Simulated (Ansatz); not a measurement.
# SiH₄O₄ + H₂: a complex and its separated parts, part 2 of 2

Ansatz 0.2.0, Gaussian basis. Earlier steps stand in the parts before.

## Step 13: CAM-B3LYP-D4/def2-TZVPP

The inputs:

parta/in.yaml

```yaml
crystal:
  periodic: [false, false, false]
  atoms:
    - {symbol: Si, position_ang: [-0.599347, -0.122028, 0.226383]}
    - {symbol: O, position_ang: [0.613439, 0.286659, 1.237631]}
    - {symbol: O, position_ang: [-0.241381, -1.256324, -0.889734]}
    - {symbol: O, position_ang: [-1.783319, -0.749296, 1.156524]}
    - {symbol: O, position_ang: [-0.986121, 1.230746, -0.598741]}
    - {symbol: H, position_ang: [0.766514, -0.297898, 1.981161]}
    - {symbol: H, position_ang: [0.221084, -0.955784, -1.673171]}
    - {symbol: H, position_ang: [-2.435534, -1.292101, 0.711577]}
    - {symbol: H, position_ang: [-0.944969, 2.055398, -0.112679]}
basis:
  gaussian: {orbitals: def2-TZVPP}
hamiltonian: {xc: {name: CAM-B3LYP}, dispersion: d4}
```

partb/in.yaml

```yaml
crystal:
  periodic: [false, false, false]
  atoms:
    - {symbol: H, position_ang: [2.522662, 0.539984, -0.688733]}
    - {symbol: H, position_ang: [2.867072, 0.560743, -1.350318]}
basis:
  gaussian: {orbitals: def2-TZVPP}
hamiltonian: {xc: {name: CAM-B3LYP}, dispersion: d4}
```

One command serves all of them, each in its own folder.

Started as:

```bash
$ ansatz run in.yaml --threads 8 --pin off --events-out ev --progress --plain --max-ram 19148MiB
```

Log of parta, cut to the lines that bear on the results:

```text
Functional definition: CAM-B3LYP
  name "CAM-B3LYP"
  cite "Yanai, Tew & Handy, Chem. Phys. Lett. 393, 51 (2004) doi:10.1016/j.cplett.2004.06.011"
  cite "Iikura, Tsuneda, Yanai & Hirao, J. Chem. Phys. 115, 3540 (2001) doi:10.1063/1.1383587"
  cite "Becke, Phys. Rev. A 38, 3098 (1988) doi:10.1103/PhysRevA.38.3098"
  cite "Lee, Yang & Parr, Phys. Rev. B 37, 785 (1988) doi:10.1103/PhysRevB.37.785"
[...]
  # Exact exchange under (alpha + beta erf(omega r))/r, Becke's under what is left of 1/r.
[...]
1131 factors; their error is unknown
267 factors; integrals over basis functions are off by at most 9.1e-6 eV
[...]
mean field -16138.91886264 eV, -593.0943288500 hartree, gradient 6.6e-5 eV, S^2 0.000000; 0 other end points of the search recorded, 0 dependent functions left out
reference -16138.91897480 eV, -593.0943329716 hartree; 25, 25 occupied and 197, 197 virtual orbitals, 1131 factors
Total energy: -16139.06624827 eV, -593.0997451720 hartree
```

partb printed, cut to the lines that bear on the results:

```text
[... 6 set-up lines as earlier in the session ...]
[...]
  # Exact exchange under (alpha + beta erf(omega r))/r, Becke's under what is left of 1/r.
[...]
118 factors; their error is unknown
42 factors; integrals over basis functions are off by at most 6.3e-5 eV
[...]
mean field -31.88030445 eV, -1.1715795792 hartree, gradient 6.4e-5 eV, S^2 0.000000; 0 other end points of the search recorded, 0 dependent functions left out
reference -31.88037439 eV, -1.1715821494 hartree; 1, 1 occupied and 27, 27 virtual orbitals, 118 factors
Total energy: -31.88188778 eV, -1.1716377658 hartree
```

Wall times: 1.1 s (parta), 0.1 s (partb) on 8 threads of Arm Neoverse V1, shared host.

## Step 14: wB97X-V/def2-TZVPP

Each input of step 13 (parta, partb) changes in the same lines:

```diff
-hamiltonian: {xc: {name: CAM-B3LYP}, dispersion: d4}
+hamiltonian: {xc: {name: wB97X-V}}
```

The same command starts each run, in its folder.

Started as:

```bash
$ ansatz run in.yaml --threads 8 --pin off --events-out ev --progress --plain --max-ram 19148MiB
```

Log of parta, cut to the lines that bear on the results:

```text
Functional definition: wB97X-V
  name "wB97X-V"
  cite "Mardirossian & Head-Gordon, Phys. Chem. Chem. Phys. 16, 9904 (2014) doi:10.1039/C3CP54374A"
[... 2 set-up lines as earlier in the session ...]
[...]
      + integral(e_c_pw_opposite_spin*poly(b97_u_opposite, cos0, cos1)) + vv10(b, c)
1131 factors; their error is unknown
244 factors; integrals over basis functions are off by at most 7.2e-6 eV
[...]
mean field -16136.96728958 eV, -593.0226098626 hartree, gradient 1.7e-5 eV, S^2 0.000000; 0 other end points of the search recorded, 0 dependent functions left out
reference -16136.96728783 eV, -593.0226097983 hartree; 25, 25 occupied and 197, 197 virtual orbitals, 1131 factors
Total energy: -16136.96728783 eV, -593.0226097983 hartree
```

partb printed, cut to the lines that bear on the results:

```text
[... 5 set-up lines as earlier in the session ...]
[...]
      + integral(e_c_pw_opposite_spin*poly(b97_u_opposite, cos0, cos1)) + vv10(b, c)
118 factors; their error is unknown
42 factors; integrals over basis functions are off by at most 3.0e-5 eV
[...]
mean field -31.90860177 eV, -1.1726194868 hartree, gradient 8.8e-5 eV, S^2 0.000000; 0 other end points of the search recorded, 0 dependent functions left out
reference -31.90860077 eV, -1.1726194501 hartree; 1, 1 occupied and 27, 27 virtual orbitals, 118 factors
Total energy: -31.90860077 eV, -1.1726194501 hartree
```

Wall times: 2.8 s (parta), 0.15 s (partb) on 8 threads of Arm Neoverse V1, shared host.

## Step 15: wB97M-V/def2-TZVPP

The same edit goes into each in.yaml of step 14 (parta, partb):

```diff
-hamiltonian: {xc: {name: wB97X-V}}
+hamiltonian: {xc: {name: wB97M-V}}
```

One command serves all of them, each in its own folder.

Started as:

```bash
$ ansatz run in.yaml --threads 8 --pin off --events-out ev --progress --plain --max-ram 19148MiB
```

Log of parta, cut to the lines that bear on the results:

```text
Functional definition: wB97M-V
  name "wB97M-V"
  cite "Mardirossian & Head-Gordon, J. Chem. Phys. 144, 214110 (2016) doi:10.1063/1.4952647"
[... 2 set-up lines as earlier in the session ...]
  # Of w^i u^j: cxij and so on, Table III.
[...]
  gx(w, u) = 1 - cx + cx01*u + cx10*w
[...]
      + integral(e_c_pw_mod_opposite_spin*gos(b97_w_opposite, b97_u_opposite)) + vv10(b, c)
1131 factors; their error is unknown
244 factors; integrals over basis functions are off by at most 7.2e-6 eV
[...]
mean field -16138.34318965 eV, -593.0731732576 hartree, gradient 1.6e-5 eV, S^2 0.000000; 0 other end points of the search recorded, 0 dependent functions left out
reference -16138.34323267 eV, -593.0731748388 hartree; 25, 25 occupied and 197, 197 virtual orbitals, 1131 factors
Total energy: -16138.34323267 eV, -593.0731748388 hartree
```

Output in partb, cut to the lines that bear on the results:

```text
[... 5 set-up lines as earlier in the session ...]
  # Of w^i u^j: cxij and so on, Table III.
[...]
  gx(w, u) = 1 - cx + cx01*u + cx10*w
[...]
      + integral(e_c_pw_mod_opposite_spin*gos(b97_w_opposite, b97_u_opposite)) + vv10(b, c)
118 factors; their error is unknown
42 factors; integrals over basis functions are off by at most 3.0e-5 eV
[...]
mean field -31.60111851 eV, -1.1613196851 hartree, gradient 7.3e-6 eV, S^2 0.000000; 0 other end points of the search recorded, 0 dependent functions left out
reference -31.60114276 eV, -1.1613205765 hartree; 1, 1 occupied and 27, 27 virtual orbitals, 118 factors
Total energy: -31.60114276 eV, -1.1613205765 hartree
```

Times: 3.1 s (parta), 0.15 s (partb) on 8 threads of Arm Neoverse V1, shared host.

## Step 16: B2PLYP/def2-TZVPP

The same edit goes into each in.yaml of step 15 (parta, partb):

```diff
-hamiltonian: {xc: {name: wB97M-V}}
+hamiltonian: {xc: {name: B2PLYP}}
```

The same command starts each run, in its folder.

Started as:

```bash
$ ansatz run in.yaml --threads 8 --pin off --events-out ev --progress --plain --max-ram 19148MiB
```

Log of parta, cut to the lines that bear on the results:

```text
Functional definition: B2PLYP
  name "B2PLYP"
  cite "Grimme, J. Chem. Phys. 124, 034108 (2006) doi:10.1063/1.2148954"
[... 2 set-up lines as earlier in the session ...]
[...]
1370 factors; integrals over basis functions are off by at most 7.4e-4 eV
[...]
mean field -16123.36420380 eV, -592.5227056808 hartree, gradient 7.3e-6 eV, S^2 0.000000; 0 other end points of the search recorded, 0 dependent functions left out
9 core orbitals not correlated: weight in the atoms' cores, before any rotation towards them, 1.000 or more for the frozen orbitals, at most 0.000 for the correlated occupied ones
reference -16123.36434467 eV, -592.5227108576 hartree; 16, 16 occupied and 197, 197 virtual orbitals, 1370 factors
second order -34.93299562 eV of doubles, -0.00000000 eV of singles
Total energy: -16132.79625348 eV, -592.8693271135 hartree
```

partb printed, cut to the lines that bear on the results:

```text
[... 5 set-up lines as earlier in the session ...]
[...]
145 factors; integrals over basis functions are off by at most 7.3e-4 eV
[...]
mean field -31.55849690 eV, -1.1597533701 hartree, gradient 1.0e-6 eV, S^2 0.000000; 0 other end points of the search recorded, 0 dependent functions left out
reference -31.55858632 eV, -1.1597566560 hartree; 1, 1 occupied and 27, 27 virtual orbitals, 145 factors
second order -1.02366023 eV of doubles, -0.00000000 eV of singles
Total energy: -31.83497458 eV, -1.1699137373 hartree
```

Times: 1.9 s (parta), 0.1 s (partb) on 8 threads of Arm Neoverse V1, shared host.

## Step 17: PBE-QIDH/def2-TZVPP

The same edit goes into each in.yaml of step 16 (parta, partb):

```diff
-hamiltonian: {xc: {name: B2PLYP}}
+hamiltonian: {xc: {name: PBE-QIDH}}
```

One command serves all of them, each in its own folder.

Started as:

```bash
$ ansatz run in.yaml --threads 8 --pin off --events-out ev --progress --plain --max-ram 19148MiB
```

Log of parta, cut to the lines that bear on the results:

```text
Functional definition: PBE-QIDH
  name "PBE-QIDH"
  cite "Brémond, Sancho-García, Pérez-Jiménez & Adamo, J. Chem. Phys. 141, 031101 (2014) doi:10.1063/1.4890314"
[... 1 set-up line as earlier in the session ...]
[...]
1370 factors; integrals over basis functions are off by at most 7.4e-4 eV
[...]
mean field -16115.04143626 eV, -592.2168496150 hartree, gradient 4.8e-6 eV, S^2 0.000000; 0 other end points of the search recorded, 0 dependent functions left out
9 core orbitals not correlated: weight in the atoms' cores, before any rotation towards them, 1.000 or more for the frozen orbitals, at most 0.000 for the correlated occupied ones
reference -16115.04144636 eV, -592.2168499865 hartree; 16, 16 occupied and 197, 197 virtual orbitals, 1370 factors
second order -32.55354245 eV of doubles, -0.00000000 eV of singles
Total energy: -16125.89262718 eV, -592.6156235263 hartree
```

partb printed, cut to the lines that bear on the results:

```text
[... 4 set-up lines as earlier in the session ...]
[...]
145 factors; integrals over basis functions are off by at most 7.3e-4 eV
[...]
mean field -31.52725670 eV, -1.1586053139 hartree, gradient 1.4e-6 eV, S^2 0.000000; 0 other end points of the search recorded, 0 dependent functions left out
reference -31.52726312 eV, -1.1586055498 hartree; 1, 1 occupied and 27, 27 virtual orbitals, 145 factors
second order -0.95920270 eV of doubles, -0.00000000 eV of singles
Total energy: -31.84699736 eV, -1.1703555662 hartree
```

They took 2 s (parta), 0.1 s (partb) on 8 threads of Arm Neoverse V1, shared host.

## Step 18: RPA on PBE/def2-TZVPP

Each input of step 17 (parta, partb) changes in the same lines:

```diff
-hamiltonian: {xc: {name: PBE-QIDH}}
+hamiltonian: {xc: pbe}
+correlation: {method: rpa}
```

One command serves all of them, each in its own folder.

Started as:

```bash
$ ansatz run in.yaml --threads 8 --pin off --events-out ev --progress --plain --max-ram 19148MiB
```

Output in parta, cut to the lines that bear on the results:

```text
[... 4 set-up lines as earlier in the session ...]
[...]
1370 factors; integrals over basis functions are off by at most 7.4e-4 eV
[...]
mean field -16128.18668039 eV, -592.6999284267 hartree, gradient 1.2e-6 eV, S^2 0.000000; 0 other end points of the search recorded, 0 dependent functions left out
9 core orbitals not correlated: weight in the atoms' cores, before any rotation towards them, 1.000 or more for the frozen orbitals, at most 0.000 for the correlated occupied ones
reference -16083.18577908 eV, -591.0461758062 hartree; 16, 16 occupied and 197, 197 virtual orbitals, 1370 factors
Total energy: -16127.57201083 eV, -592.6773397370 hartree
```

partb printed, cut to the lines that bear on the results:

```text
[... 4 set-up lines as earlier in the session ...]
[...]
145 factors; integrals over basis functions are off by at most 7.3e-4 eV
[...]
mean field -31.73221437 eV, -1.1661373694 hartree, gradient 1.4e-6 eV, S^2 0.000000; 0 other end points of the search recorded, 0 dependent functions left out
reference -30.80640870 eV, -1.1321146382 hartree; 1, 1 occupied and 27, 27 virtual orbitals, 145 factors
Total energy: -32.86230583 eV, -1.2076674644 hartree
```

They took 1.9 s (parta), 0.1 s (partb) on 8 threads of Arm Neoverse V1, shared host.

## Step 19: CCSD(T)/def2-TZVPP

Each input of step 18 (parta, partb) changes in the same lines:

```diff
-hamiltonian: {xc: pbe}
-correlation: {method: rpa}
+correlation: {method: ccsd_t}
```

The same command starts each run, in its folder.

Started as:

```bash
$ ansatz run in.yaml --threads 8 --pin off --events-out ev --progress --plain --max-ram 19148MiB
```

Output in parta, cut to the lines that bear on the results:

```text
Functional definition: HF
  name "HF"
  cite "Fock, Z. Phys. 61, 126 (1930) doi:10.1007/BF01340294"
[... 1 set-up line as earlier in the session ...]
[...]
1370 factors; integrals over basis functions are off by at most 7.4e-4 eV
[...]
mean field -16084.80960886 eV, -591.1058504501 hartree, gradient 2.3e-6 eV, S^2 0.000000; 0 other end points of the search recorded, 0 dependent functions left out
9 core orbitals not correlated: weight in the atoms' cores, before any rotation towards them, 1.000 or more for the frozen orbitals, at most 0.000 for the correlated occupied ones
reference -16084.80960886 eV, -591.1058504501 hartree; 16, 16 occupied and 197, 197 virtual orbitals, 1370 factors
second order -29.23339414 eV of doubles, -0.00000000 eV of singles
cycle   1  -28.87451034 eV  change    3.6e-1 eV  update   9.9e-2
[...]
cycle   9  -29.54498889 eV  change    3.5e-6 eV  update   9.5e-6
perturbative correction -1.01146583 eV, -0.0371706837 hartree
Total energy: -16115.36606359 eV, -592.2287794494 hartree
```

Output in partb, cut to the lines that bear on the results:

```text
[... 4 set-up lines as earlier in the session ...]
[...]
145 factors; integrals over basis functions are off by at most 7.3e-4 eV
[...]
mean field -30.82771210 eV, -1.1328975238 hartree, gradient 4.2e-7 eV, S^2 0.000000; 0 other end points of the search recorded, 0 dependent functions left out
reference -30.82771210 eV, -1.1328975238 hartree; 1, 1 occupied and 27, 27 virtual orbitals, 145 factors
second order -0.86257319 eV of doubles, -0.00000000 eV of singles
cycle   1  -1.00722715 eV  change   -1.4e-1 eV  update   2.6e-2
[...]
cycle   7  -1.07307379 eV  change    7.1e-7 eV  update   4.2e-7
perturbative correction -0.00000000 eV, -0.0000000000 hartree
Total energy: -31.90078589 eV, -1.1723322582 hartree
```

They took 52 s (parta), 0.1 s (partb) on 8 threads of Arm Neoverse V1, shared host; peak memory 3.7 GiB.

## Step 20: Vibrations of SiH₄O₄

The input, vib-parta/in.yaml:

```yaml
crystal:
  periodic: [false, false, false]
  atoms:
    - {symbol: Si, position_ang: [-0.599347, -0.122028, 0.226383]}
    - {symbol: O, position_ang: [0.613439, 0.286659, 1.237631]}
    - {symbol: O, position_ang: [-0.241381, -1.256324, -0.889734]}
    - {symbol: O, position_ang: [-1.783319, -0.749296, 1.156524]}
    - {symbol: O, position_ang: [-0.986121, 1.230746, -0.598741]}
    - {symbol: H, position_ang: [0.766514, -0.297898, 1.981161]}
    - {symbol: H, position_ang: [0.221084, -0.955784, -1.673171]}
    - {symbol: H, position_ang: [-2.435534, -1.292101, 0.711577]}
    - {symbol: H, position_ang: [-0.944969, 2.055398, -0.112679]}
basis:
  gaussian: {orbitals: def2-TZVP}
hamiltonian: {xc: pbe0, dispersion: d4}
phonons: {temperatures: {t_min: 298.15, t_max: 900, t_step: 200}}
```

Started as:

```bash
$ ansatz run in.yaml --threads 8 --pin off --events-out ev --progress --plain --max-ram 19148MiB
```

The program printed, cut to the lines that bear on the results:

```text
[... 5 set-up lines as earlier in the session ...]
[...]
1048 factors; their error is unknown
[...]
mean field -16128.82863390 eV, -592.7235197833 hartree, gradient 5.0e-5 eV, S^2 0.000000; 0 other end points of the search recorded, 0 dependent functions left out
[...]
Atom 7 at    -2.435534    -1.292101     0.711577 Å, force    -0.000319     0.000207     0.000759 eV/Å
Atom 8 at    -0.944969     2.055398    -0.112679 Å, force    -0.000330     0.000392    -0.000836 eV/Å
Dipole moment:     0.001471    -0.000718     0.000311 e Å
Vibrations: 193.56 198.24 277.51 278.16 293.84 353.80 368.25 368.38 403.53 779.60 832.91 838.76 841.29 841.36 951.97 1011.53 1011.78 3927.55 3927.71 3928.80 3930.93 cm⁻¹, zero-point energy 1.584485 eV
```

It took 46 s on 8 threads of Arm Neoverse V1, shared host.

Wavenumbers and character of the modes:

```csv
mode,wavenumber (cm⁻¹),character
1,194,torsion with bend
2,198,torsion with bend
3,278,torsion
4,278,torsion
5,294,torsion with bend
6,354,torsion with bend
7,368,torsion with bend
8,368,torsion with bend
9,404,torsion with bend
10,780,Si–O stretch
11,833,bend
12,839,bend
13,841,bend
14,841,bend
15,952,Si–O stretch
16,1012,Si–O stretch
17,1012,Si–O stretch
18,3928,O–H stretch
19,3928,O–H stretch
20,3929,O–H stretch
21,3931,O–H stretch
```

Vibrational sums (real modes only):

```
T (K)  entropy (J/mol/K)  heat capacity (J/mol/K)
  298               60.2                     80.0
  498              109.2                    109.6
  698              148.7                    123.6
  898              180.9                    132.0
```

## Step 21: Vibrations of H₂

The input, vib-partb/in.yaml:

```yaml
crystal:
  periodic: [false, false, false]
  atoms:
    - {symbol: H, position_ang: [2.522662, 0.539984, -0.688733]}
    - {symbol: H, position_ang: [2.867072, 0.560743, -1.350318]}
basis:
  gaussian: {orbitals: def2-TZVP}
hamiltonian: {xc: pbe0, dispersion: d4}
phonons: {temperatures: {t_min: 298.15, t_max: 900, t_step: 200}}
```

Started as:

```bash
$ ansatz run in.yaml --threads 8 --pin off --events-out ev --progress --plain --max-ram 19148MiB
```

The program printed, cut to the lines that bear on the results:

```text
[... 5 set-up lines as earlier in the session ...]
[...]
88 factors; their error is unknown
[...]
mean field -31.78865272 eV, -1.1682114405 hartree, gradient 1.8e-5 eV, S^2 0.000000; 0 other end points of the search recorded, 0 dependent functions left out
[...]
reference -31.78855918 eV, -1.1682080027 hartree; 1, 1 occupied and 11, 11 virtual orbitals, 88 factors
Total energy: -31.79027514 eV, -1.1682710631 hartree
Atom 0 at     2.522662     0.539984    -0.688733 Å, force     0.000601     0.000036    -0.001154 eV/Å
Atom 1 at     2.867072     0.560743    -1.350318 Å, force    -0.000601    -0.000036     0.001154 eV/Å
Dipole moment:     0.000000    -0.000000    -0.000000 e Å
Vibrations: 4414.56 cm⁻¹, zero-point energy 0.273668 eV
```

It took 0.15 s on 8 threads of Arm Neoverse V1, shared host.

Wavenumbers and character of the modes:

```
mode  wavenumber (cm⁻¹)    character
   1               4415  H–H stretch
```

Vibrational sums (real modes only):

```
T (K)  entropy (J/mol/K)  heat capacity (J/mol/K)
  298                0.0                      0.0
  498                0.0                      0.0
  698                0.0                      0.1
  898                0.1                      0.4
```

## Step 22: Complex less separated parts

The complex's own energies come from single points at the same levels.

Rows are in def2-TZVPP; times add the 3 runs of a level on a shared host, so small differences are noise.

Differences are taken before rounding.

```
      method                    rung  complex less parts (kJ/mol)  from CCSD(T) (kJ/mol)     time
       SPW92                     LDA                         -7.4                   -4.3    1.3 s
      PBE-D4                     GGA                         -5.0                   -1.9    1.8 s
     BLYP-D4                     GGA                         -3.5                   -0.5      2 s
   r2SCAN-D4                meta-GGA                         -3.4                   -0.3    3.6 s
      B97M-V                meta-GGA                         -3.9                   -0.9      7 s
     PBE0-D4                  hybrid                         -4.4                   -1.4    2.5 s
    B3LYP-D4                  hybrid                         -3.8                   -0.8    2.5 s
  r2SCAN0-D4                  hybrid                         -3.5                   -0.5    4.4 s
    BHLYP-D4                  hybrid                         -4.1                   -1.0    2.4 s
CAM-B3LYP-D4  range-separated hybrid                         -4.2                   -1.2    2.6 s
     wB97X-V  range-separated hybrid                         -3.9                   -0.9    6.3 s
     wB97M-V  range-separated hybrid                         -3.7                   -0.7    7.1 s
      B2PLYP           double hybrid                         -1.6                   +1.5    4.5 s
    PBE-QIDH           double hybrid                         -2.5                   +0.5    4.7 s
  RPA on PBE                     RPA                         -2.1                   +1.0    4.6 s
Hartree-Fock            wavefunction                          0.3                   +3.3         
         MP2            wavefunction                         -2.9                   +0.2         
        CCSD            wavefunction                         -2.6                   +0.5         
     CCSD(T)            wavefunction                         -3.0                      0  2.5 min
```

Among the levels timed on like hardware and quicker than the yardstick, those that no quicker one beats, quickest first: SPW92 (1.3 s, -4.3 kJ/mol); PBE-D4 (1.8 s, -1.9 kJ/mol); BLYP-D4 (2 s, -0.5 kJ/mol); r2SCAN-D4 (3.6 s, -0.3 kJ/mol).

For cost: r2SCAN-D4 gets within 0.3 kJ/mol in 3.6 s, where CCSD(T) took 2.5 min; the quickest level in the cost chart, SPW92, takes 1.3 s and misses by 4.3 kJ/mol.

The complex's zero-point energy, from a separate PBE0-D4 run, is 1.904 eV.

## Step 23: Outcome

The summary covers parts 1 to 2.

```
                              quantity        value
complex less parts, CCSD(T)/def2-TZVPP  -3.0 kJ/mol
                with zero-point energy  +1.4 kJ/mol
                 largest T1 diagnostic        0.011
```

**Reading.** At CCSD(T) the complex lies 3.0 kJ/mol below its parts. Among the functionals r2SCAN-D4 lands nearest to CCSD(T) (-0.3 kJ/mol) and SPW92 farthest (-4.3 kJ/mol). Mean unsigned error by rung: LDA 4.3, GGA 1.2, meta-GGA 0.6, hybrid 0.9, range-separated hybrid 0.9, double hybrid 1.0 kJ/mol. PBE-D4 gives a relative energy 1.9 kJ/mol too low, an error of 64 % of the reference. No counterpoise was applied, and triple zeta lacks some correlation, so the CCSD(T) reference has a basis error of its own, and close matches with it are partly luck.
